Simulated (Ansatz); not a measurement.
# BH₆NOSi: how energies converge with the basis set

An exercise on one series of results from a longer session: the logs are not shown, and one member is left open.

Method: one geometry, several basis sets; program: Ansatz 0.2.0, Gaussian basis.

The runs, in order: PBE0-D4/def2-SVP; ωB97M-V/def2-SVP; PBE0-D4/def2-QZVPP; ωB97M-V/def2-QZVPP; the functionals' def2-TZVPP values are taken from earlier runs.

### Structure used throughout

An earlier PBE0-D4 in a triple-zeta def2 set relaxation fixed the geometry.

SMILES `BO[SiH2]N`, 10 atoms, charge 0, spin multiplicity 1.

Atoms are counted from 1 here; the program's logs count them from 0.

Bond lengths: B1–O2 1.344 Å, B1–H5 1.205 Å, B1–H6 1.200 Å, O2–Si3 1.666 Å, Si3–N4 1.699 Å, Si3–H7 1.483 Å, Si3–H8 1.479 Å, N4–H9 1.006 Å, N4–H10 1.006 Å. Angles: O2–B1–H5 120.2°, O2–B1–H6 118.3°, H5–B1–H6 121.5°, B1–O2–Si3 132.0°, O2–Si3–N4 114.2°, O2–Si3–H7 107.5°, O2–Si3–H8 105.2°, N4–Si3–H7 108.3°, N4–Si3–H8 108.1°, H7–Si3–H8 113.6°, Si3–N4–H9 121.7°, Si3–N4–H10 121.7°, H9–N4–H10 111.8°.

The first run:

The input, in.yaml:

```yaml
crystal:
  periodic: [false, false, false]
  atoms:
    - {symbol: B, position_ang: [-1.769474, 1.017169, 0.053754]}
    - {symbol: O, position_ang: [-0.784415, 0.361759, -0.583826]}
    - {symbol: Si, position_ang: [0.819182, 0.117310, -0.205313]}
    - {symbol: N, position_ang: [1.222061, -1.502171, 0.110859]}
    - {symbol: H, position_ang: [-1.550336, 1.568836, 1.102793]}
    - {symbol: H, position_ang: [-2.859906, 1.033284, -0.446902]}
    - {symbol: H, position_ang: [1.118355, 0.916072, 1.007588]}
    - {symbol: H, position_ang: [1.569926, 0.553452, -1.402321]}
    - {symbol: H, position_ang: [1.304705, -2.180400, -0.627972]}
    - {symbol: H, position_ang: [1.013003, -1.936512, 0.994239]}
basis:
  gaussian: {orbitals: def2-SVP}
hamiltonian: {xc: pbe0, dispersion: d4}
output: {orbitals: {seedname: orbitals}}
```

Launch:

```sh
> ansatz run in.yaml --threads 2 --pin off --events-out ev --progress --plain --max-ram 4352MiB
```

Steps of the session up to this table: PBE0-D4 in def2-SVP; ωB97M-V in def2-SVP; PBE0-D4 in def2-QZVPP; ωB97M-V in def2-QZVPP.

One of the session's tables, all rows but one given; the rest of the session is left out.

| functional | basis | HOMO (eV) | LUMO (eV) |
| --- | --- | --- | --- |
| PBE0-D4 | def2-SVP | -7.82 | -0.22 |
| PBE0-D4 | def2-TZVPP | -8.00 | -0.45 |
| PBE0-D4 | def2-QZVPP | -8.03 | -0.52 |
| ωB97M-V | def2-SVP | ? | ? |
| ωB97M-V | def2-TZVPP | -10.41 | 1.40 |
| ωB97M-V | def2-QZVPP | -10.44 | 1.14 |

**Question.** Estimate the row for ωB97M-V, def2-SVP.

The run gave: HOMO (eV): -10.22; LUMO (eV): 1.87. In the column «HOMO (eV)» it lies between ωB97M-V, def2-TZVPP (-10.41) and PBE0-D4, def2-QZVPP (-8.03).
